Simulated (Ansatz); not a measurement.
The system is Ti3Se.

```xyz
4
Lattice="3.1974 0.0000 0.0000 -1.5987 2.7691 0.0000 0.0000 0.0000 7.9427" Properties=species:S:1:pos:R:3 pbc="T T T"
Se    0.0000    0.0000    0.0000
Ti    1.5987    0.9230    3.9714
Ti    0.0000    1.8460    6.1390
Ti    0.0000    1.8460    1.8038
```

The cell comes from a database or a generator and needn't be the stable form of this composition.

Base run:

- Program: Ansatz 0.2.0
- Functional: PBEsol
- Potentials or basis: Ansatz PAW
- Cutoff: 420 eV
- Density cutoff: 1680 eV
- k mesh: 10 × 10 × 4
- Occupations: fermi-dirac, width 0.05 eV
- Spin: no spin polarisation

Its results: band gap on the k mesh none (metal or under the smearing width); pressure -4.5 GPa; largest force 0.098 eV/Å.

Question: The run is repeated on the same cell with these changes: hubbard terms from none to Ti d U = 3 eV; hubbard projectors from none to ortho-atomic (the default). What comes out?

Answer: Band gap on the k mesh none (metal or under the smearing width); pressure -0.9 GPa; largest force 0.073 eV/Å.

Caveats: the PAW data sets come from PBE, with cores solved anew for the run's functional, which leaves a small shift of forces and pressure; U without spin polarisation on a metal has little footing (some runs).

Not every run made on this cell is shown here.
